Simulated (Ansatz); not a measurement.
# CH4O2S2W: a ladder of functionals and wavefunction methods

The task here is to estimate one member of a computed series from the others.

The runs use Ansatz 0.2.0, Gaussian basis; functionals in def2-TZVPP, the program's frozen cores in correlated methods.

The runs, in order: LDA (SPW92), PBE-D4, revPBE-D4, BLYP-D4, r2SCAN-D4, B97M-V, PBE0-D4, B3LYP-D4, r2SCANh-D4, r2SCAN0-D4, HSE06-D4, BHLYP-D4, CAM-B3LYP-D4, LC-ωPBE, ωB97X-V, ωB97M-V, B2PLYP, PBE-QIDH; CCSD(T)/def2-SVP; MP2/def2-TZVPP; MP2/def2-QZVPP; RPA on PBE.

## The relaxed structure

An earlier PBE0-D4 in a triple-zeta def2 set relaxation fixed the geometry. W takes the def2 core potential; no spin-orbit term is included.

10 atoms, charge 0, spin multiplicity 1.

Atoms are counted from 1 here; the program's logs count them from 0.

Bond lengths: C1–O2 1.407 Å, C1–H7 1.092 Å, C1–H8 1.092 Å, C1–H9 1.093 Å, O2–W3 1.840 Å, W3–O4 1.875 Å, W3–S5 2.130 Å, W3–S6 2.128 Å, O4–H10 0.961 Å. Angles: O2–C1–H7 109.3°, O2–C1–H8 108.5°, O2–C1–H9 110.2°, H7–C1–H8 109.4°, H7–C1–H9 109.6°, H8–C1–H9 109.8°, C1–O2–W3 141.5°, O2–W3–O4 109.9°, O2–W3–S5 109.3°, O2–W3–S6 108.0°, O4–W3–S5 110.5°, O4–W3–S6 109.6°, S5–W3–S6 109.5°, W3–O4–H10 122.6°.

Set-up of the first run:

The input, in.yaml:

```yaml
crystal:
  periodic: [false, false, false]
  atoms:
    - {symbol: C, position_ang: [0.727168, -1.656821, 0.625181]}
    - {symbol: O, position_ang: [0.446340, -0.555880, -0.204411]}
    - {symbol: W, position_ang: [-0.397148, 1.079782, -0.189571]}
    - {symbol: O, position_ang: [-1.404929, 1.291712, -1.756333]}
    - {symbol: S, position_ang: [1.061576, 2.623250, -0.025840]}
    - {symbol: S, position_ang: [-1.686546, 1.138246, 1.502247]}
    - {symbol: H, position_ang: [1.709946, -1.522922, 1.083068]}
    - {symbol: H, position_ang: [0.733610, -2.559441, 0.011359]}
    - {symbol: H, position_ang: [-0.032438, -1.744624, 1.406259]}
    - {symbol: H, position_ang: [-1.157589, 1.906686, -2.451959]}
basis:
  gaussian: {orbitals: def2-TZVPP}
hamiltonian: {xc: lda}
output: {orbitals: {seedname: orbitals}}
```

On the command line:

```sh
ansatz run in.yaml --threads 4 --pin off --events-out ev --progress --plain --max-ram 11315MiB
```

Among the steps run: LDA; PBE-D4 (GGA); revPBE-D4 (GGA); BLYP-D4 (GGA); r2SCAN-D4 (meta-GGA); B97M-V (meta-GGA); B3LYP-D4 (hybrid); r2SCANh-D4 (hybrid); r2SCAN0-D4 (hybrid); HSE06-D4 (hybrid); BHLYP-D4 (hybrid); CAM-B3LYP-D4 (range-separated); LC-ωPBE (range-separated); ωB97X-V (range-separated); ωB97M-V (range-separated); B2PLYP (double hybrid); PBE-QIDH (double hybrid).

One of the session's tables, all rows but one given; the rest of the session is left out.

It belongs to the step «Frontier levels by functional». 

```
  functional  HOMO (eV)  LUMO (eV)  gap (eV)
 LDA (SPW92)      -6.09      -3.20      2.89
      PBE-D4      -5.94      -3.02      2.92
   revPBE-D4      -5.88      -2.95      2.93
     BLYP-D4      -5.75      -2.87      2.88
   r2SCAN-D4      -6.21      -3.00      3.22
      B97M-V      -6.26      -2.92      3.34
     PBE0-D4      -7.04      -2.35      4.69
    B3LYP-D4          ?          ?         ?
  r2SCANh-D4      -6.62      -2.74      3.88
  r2SCAN0-D4      -7.23      -2.34      4.89
    HSE06-D4      -6.66      -2.72      3.93
    BHLYP-D4      -7.98      -1.49      6.49
CAM-B3LYP-D4      -8.21      -1.30      6.91
     LC-ωPBE      -9.49      -0.31      9.18
     ωB97X-V      -9.17      -0.35      8.82
     ωB97M-V      -9.01      -0.35      8.66
```

Q: Estimate the row for B3LYP-D4 from the others.

Worked estimate for «HOMO (eV)». Against the share of exact exchange, BLYP-D4 (0, -5.75), BHLYP-D4 (0.5, -7.98) give a slope of -4.46 per unit share; at 0.2 the line stands at -6.64.

**Answer.** HOMO (eV): -6.80; LUMO (eV): -2.50; gap (eV): 4.30. In «HOMO (eV)» the line misses by +0.16.
